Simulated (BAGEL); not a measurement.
# C2F4O (trifluoroacetyl fluoride) at PBE0/cc-pVDZ (density fitting with cc-pvqz-jkfit)

What is the energy change on altering one bond length of C2F4O (trifluoroacetyl fluoride) at PBE0/cc-pVDZ (density fitting with cc-pvqz-jkfit)? 

The results are computed with BAGEL 1.2.2.

2 further runs of the same task are left out: 2 set aside as unsound or not needed.

**1. Starting point**

C2F4O: 7 atoms, total charge 0, spin state singlet. SMILES: `O=C(F)C(F)(F)F`. The coordinates come from a PBE0-D4/def2-TZVP relaxation.

Bond lengths: O1–C2 1.172 Å, C2–F3 1.326 Å, C2–C4 1.542 Å, C4–F5 1.330 Å, C4–F6 1.330 Å, C4–F7 1.318 Å. Angles: O1–C2–F3 124.0°, O1–C2–C4 126.4°, F3–C2–C4 109.5°, C2–C4–F5 109.8°, C2–C4–F6 109.8°, C2–C4–F7 110.2°, F5–C4–F6 108.7°, F5–C4–F7 109.1°, F6–C4–F7 109.1°.

**2. The energy at PBE0/cc-pVDZ (density fitting with cc-pvqz-jkfit)**

File input.json:

```json
{ "bagel": [

{
  "title": "molecule",
  "basis": "cc-pvdz.json",
  "df_basis": "cc-pvqz-jkfit",
  "angstrom": "true",
  "geometry": [
    { "atom": "O", "xyz": [       1.061180,      -1.396170,       0.701140 ] },
    { "atom": "C", "xyz": [       0.088980,      -0.798110,       0.435150 ] },
    { "atom": "F", "xyz": [      -1.136840,      -1.201010,       0.739860 ] },
    { "atom": "C", "xyz": [       0.018150,       0.551850,      -0.306440 ] },
    { "atom": "F", "xyz": [      -0.697880,       0.418270,      -1.418740 ] },
    { "atom": "F", "xyz": [      -0.564330,       1.461580,       0.468830 ] },
    { "atom": "F", "xyz": [       1.230750,       0.963590,      -0.619810 ] }
  ]
},

{ "title": "ks", "xc_func": "pbe0" },

{ "title": "print", "file": "orbitals.molden", "orbitals": "true" }

]}
```

The basis set cc-pVDZ is read from a file made from the Basis Set Exchange's data (not shown).

Launch:

```console
$ BAGEL_NUM_THREADS=1 BAGEL input.json > input.out
```

The program printed:

```text
* using 1 threads per process

  ===============================================================
  ===============================================================

  *** Geometry ***

  { "atom" : "O", "xyz" : [      2.005340,     -2.638379,      1.324963 ] },
  { "atom" : "C", "xyz" : [      0.168148,     -1.508209,      0.822314 ] },
  { "atom" : "F", "xyz" : [     -2.148316,     -2.269580,      1.398133 ] },
  { "atom" : "C", "xyz" : [      0.034299,      1.042845,     -0.579088 ] },
  { "atom" : "F", "xyz" : [     -1.318802,      0.790416,     -2.681030 ] },
  { "atom" : "F", "xyz" : [     -1.066429,      2.761986,      0.885960 ] },
  { "atom" : "F", "xyz" : [      2.325780,      1.820921,     -1.171271 ] },

  Number of auxiliary basis functions:      742

  Since a DF basis is specified, we compute 2- and 3-index integrals:
    o Being stored without compression. Storage requirement is 0.057 GB

  Number of basis functions:       98
  Number of electrons      :       56

    * METHOD: MOLECULE                             0.68

  *** Kohn-Sham DFT ***

    * Removing 14245 points whose weight is below 1.00e-10
    * Grid points: 90097

  === Nuclear Repulsion ===
   336.9822695523

       - DIIS with orbital gradients will be used.

  === KS iteration (pbe0 / cc-pvdz.json) ===
      0       -499.34925176          0.12634034           0.64
      1       -339.88030300          0.23940606           0.55
      2       -425.94268113          0.18164381           0.62
      3       -490.08014059          0.21142445           0.61
      4       -546.88912562          0.05901326           0.63
      5       -532.93418779          0.11359061           0.59
      6       -546.83148219          0.04744095           0.60
      7       -550.12424616          0.01326250           0.61
      8       -550.06034131          0.01521889           0.57
      9       -550.29370000          0.00227945           0.59
     10       -550.29972255          0.00082905           0.62
     11       -550.29990701          0.00067987           0.58
     12       -550.30032121          0.00011413           0.58
     13       -550.30033305          0.00004111           0.62
     14       -550.30033454          0.00001875           0.60
     15       -550.30033491          0.00000522           0.62
     16       -550.30033494          0.00000155           0.63
     17       -550.30033494          0.00000043           0.66
     18       -550.30033494          0.00000019           0.66
     19       -550.30033494          0.00000009           0.63
     20       -550.30033494          0.00000002           0.69
     21       -550.30033494          0.00000001           0.79
    * SCF iteration converged.

    * Permanent dipole moment:
           (    0.203622,    -0.155897,     0.073078) a.u.

    * METHOD: KS                                  14.71

    * METHOD: PRINT                                0.08

  ===============================================================
```

It took 16 s on 1 thread of AMD EPYC 7R43 (Zen 3), shared host; peak memory 0.46 GiB.

**3. The distorted shape, same level**

File job.json:

```json
{ "bagel" : [

{
  "title" : "molecule",
  "basis" : "cc-pvdz.json",
  "df_basis" : "cc-pvqz-jkfit",
  "angstrom" : true,
  "geometry" : [
    { "atom" : "O", "xyz" : [       0.697396,      -1.519693,       0.795152 ] },
    { "atom" : "C", "xyz" : [      -0.274804,      -0.921633,       0.529162 ] },
    { "atom" : "F", "xyz" : [      -1.500624,      -1.324533,       0.833872 ] },
    { "atom" : "C", "xyz" : [      -0.345634,       0.428327,      -0.212428 ] },
    { "atom" : "F", "xyz" : [      -1.061664,       0.294747,      -1.324728 ] },
    { "atom" : "F", "xyz" : [      -0.928114,       1.338057,       0.562842 ] },
    { "atom" : "F", "xyz" : [       1.230750,       0.963590,      -0.619810 ] }
  ]
},

{ "title" : "ks", "xc_func" : "pbe0" },

{ "title" : "print", "file" : "orbitals.molden", "orbitals" : true }

]}
```

The basis set cc-pVDZ is read from a file made from the Basis Set Exchange's data (not shown).

Launch:

```console
$ BAGEL_NUM_THREADS=1 BAGEL job.json > job.out
```

The program printed:

```text
* using 1 threads per process

  ===============================================================
  ===============================================================

  *** Geometry ***

  { "atom" : "O", "xyz" : [      1.317887,     -2.871804,      1.502620 ] },
  { "atom" : "C", "xyz" : [     -0.519304,     -1.741634,      0.999971 ] },
  { "atom" : "F", "xyz" : [     -2.835768,     -2.503005,      1.575790 ] },
  { "atom" : "C", "xyz" : [     -0.653154,      0.809421,     -0.401431 ] },
  { "atom" : "F", "xyz" : [     -2.006254,      0.556991,     -2.503373 ] },
  { "atom" : "F", "xyz" : [     -1.753881,      2.528561,      1.063617 ] },
  { "atom" : "F", "xyz" : [      2.325780,      1.820921,     -1.171271 ] },

  Number of auxiliary basis functions:      742

  Since a DF basis is specified, we compute 2- and 3-index integrals:
    o Being stored without compression. Storage requirement is 0.057 GB

  Number of basis functions:       98
  Number of electrons      :       56

    * METHOD: MOLECULE                             0.81

  *** Kohn-Sham DFT ***

    * Removing 13695 points whose weight is below 1.00e-10
    * Grid points: 90647

  === Nuclear Repulsion ===
   323.0890740493

       - DIIS with orbital gradients will be used.

  === KS iteration (pbe0 / cc-pvdz.json) ===
      0       -501.06638195          0.12133986           0.87
      1       -373.96369511          0.29595849           0.72
      2       -446.17740572          0.19640082           0.67
      3       -474.07930550          0.18360476           0.70
      4       -530.76671483          0.11089709           0.69
      5       -527.45629668          0.09622363           0.73
      6       -545.50698572          0.05994881           0.71
      7       -548.96131339          0.03333929           0.90
      8       -549.97295669          0.01757602           0.70
      9       -550.17094591          0.00762732           0.66
     10       -550.23746083          0.00171143           0.66
     11       -550.23947348          0.00106338           0.66
     12       -550.24041406          0.00032387           0.68
     13       -550.24051175          0.00007523           0.66
     14       -550.24051744          0.00002673           0.67
     15       -550.24051815          0.00000515           0.66
     16       -550.24051817          0.00000221           0.64
     17       -550.24051817          0.00000123           0.64
     18       -550.24051818          0.00000033           0.71
     19       -550.24051818          0.00000020           0.66
     20       -550.24051818          0.00000006           0.86
     21       -550.24051818          0.00000003           0.81
     22       -550.24051818          0.00000001           0.72
    * SCF iteration converged.

    * Permanent dipole moment:
           (    0.780469,     0.059811,    -0.087028) a.u.

    * METHOD: KS                                  17.39

    * METHOD: PRINT                                0.05

  ===============================================================
```

Wall time 19 s (1 thread of AMD EPYC 7R43 (Zen 3), shared host); peak memory 0.46 GiB.

**4. What came out**

Level: PBE0/cc-pVDZ (density fitting with cc-pvqz-jkfit).

| quantity | value |
| --- | --- |
| first shape: total energy | -550.30033 Eh |
| first shape: dipole moment | 0.68 D |
| first shape: HOMO energy | -9.73 eV |
| first shape: LUMO energy | -1.43 eV |
| first shape: HOMO–LUMO gap | 8.30 eV |
| distorted shape: total energy | -550.24052 Eh |
| distorted shape: dipole moment | 2.00 D |
| distorted shape: HOMO energy | -10.04 eV |
| distorted shape: LUMO energy | -1.83 eV |
| distorted shape: HOMO–LUMO gap | 8.21 eV |
| energy change with the C4–F7 bond stretched from 1.318 to 1.714 Å | 1.628 eV |

**Reading.** With the C4–F7 bond stretched from 1.318 to 1.714 Å the energy rises by 1.63 eV (38 kcal/mol). The first shape isn't relaxed at this level, so the change isn't measured from a minimum.
